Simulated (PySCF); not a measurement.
# H8N2OSi2: the cost of one run

Computed with PySCF 2.14.0. Level: levels as typed in each script, gas phase, geometry from GFN2-xTB.

## Step 1: The system as given

13 atoms, charge 0, spin multiplicity 1.

Bond lengths: N1–Si2 1.722 Å, N1–H6 1.007 Å, N1–H7 1.006 Å, Si2–N3 1.720 Å, Si2–O4 1.630 Å, Si2–H8 1.459 Å, N3–H9 1.006 Å, N3–H10 1.007 Å, O4–Si5 1.611 Å, Si5–H11 1.464 Å, Si5–H12 1.462 Å, Si5–H13 1.465 Å. Angles: Si2–N1–H6 117.3°, Si2–N1–H7 117.6°, H6–N1–H7 110.0°, N1–Si2–N3 104.5°, N1–Si2–O4 106.9°, N1–Si2–H8 119.8°, N3–Si2–O4 116.1°, N3–Si2–H8 107.4°, O4–Si2–H8 102.8°, Si2–N3–H9 118.1°, Si2–N3–H10 118.3°, H9–N3–H10 109.9°, Si2–O4–Si5 156.9°, O4–Si5–H11 109.9°, O4–Si5–H12 104.3°, O4–Si5–H13 108.1°, H11–Si5–H12 111.8°, H11–Si5–H13 110.5° and more.

Geometry (Å):

```
N     1.2884    1.4789    0.3451
Si    0.9481   -0.0193   -0.4335
N     1.8837   -1.1744    0.4310
O    -0.6684   -0.2241   -0.3841
Si   -2.1682   -0.0481    0.1766
H     0.7229    2.2718    0.0893
H     2.2526    1.7555    0.4230
H     1.2522   -0.1846   -1.8512
H     1.7700   -2.1465    0.1988
H     1.9715   -1.0675    1.4285
H    -2.1701   -0.1636    1.6362
H    -2.9203   -1.1317   -0.4542
H    -2.6545    1.2712   -0.2344
```

## Step 2: Density, bond paths and surface potential (CAM-B3LYP/def2-tzvp)

input.py reads:

```python
import numpy as np
from pyscf import gto, scf, dft
from pyscf.scf import atom_ks, atom_hf
from scipy.linalg import block_diag

def solve(mol, dm0=None, hcore=None):
    mf = (dft.UKS if mol.spin else dft.RKS)(mol, xc='camb3lyp')
    mf.grids.level = 3
    mf = mf.density_fit(auxbasis='def2-universal-jkfit')
    mf.conv_tol, mf.max_cycle = 1e-8, 80
    if hcore is not None:
        mf.get_hcore = lambda *args: hcore
    mf.kernel(dm0)
    if not mf.converged:
        mf = mf.newton().run(mf.mo_coeff, mf.mo_occ, max_cycle=30)
    assert mf.converged, 'SCF not converged'
    return mf

mol = gto.M(atom='''
N      1.28838     1.47889     0.34508
Si     0.94807    -0.01933    -0.43346
N      1.88367    -1.17439     0.43098
O     -0.66842    -0.22408    -0.38405
Si    -2.16816    -0.04806     0.17660
H      0.72295     2.27176     0.08932
H      2.25259     1.75552     0.42296
H      1.25215    -0.18456    -1.85118
H      1.77000    -2.14654     0.19878
H      1.97152    -1.06753     1.42854
H     -2.17014    -0.16359     1.63624
H     -2.92031    -1.13166    -0.45416
H     -2.65455     1.27125    -0.23437
''', basis='def2-tzvp', charge=0, spin=0, verbose=4)
mf = solve(mol)
mf.analyze()
# spherically averaged free atoms, for the promolecule
atm = atom_ks.get_atm_nrks(mol, xc='camb3lyp')
pro = block_diag(*[(atm[a[0]][2] * atm[a[0]][3]) @ atm[a[0]][2].T for a in mol._atom])
np.savez('result.npz', e=mf.e_tot, c=mf.mo_coeff, occ=mf.mo_occ, eps=mf.mo_energy, pro=pro, dip=mf.dip_moment(verbose=0), s2=mf.spin_square()[0])
```

Launch:

```bash
> OMP_NUM_THREADS=1 python input.py
```

Q: Estimate wall time and peak memory on 1 thread of Intel Xeon Platinum 8488C (Sapphire Rapids), shared host.

About 27 s, with a peak of 0.89 GiB.
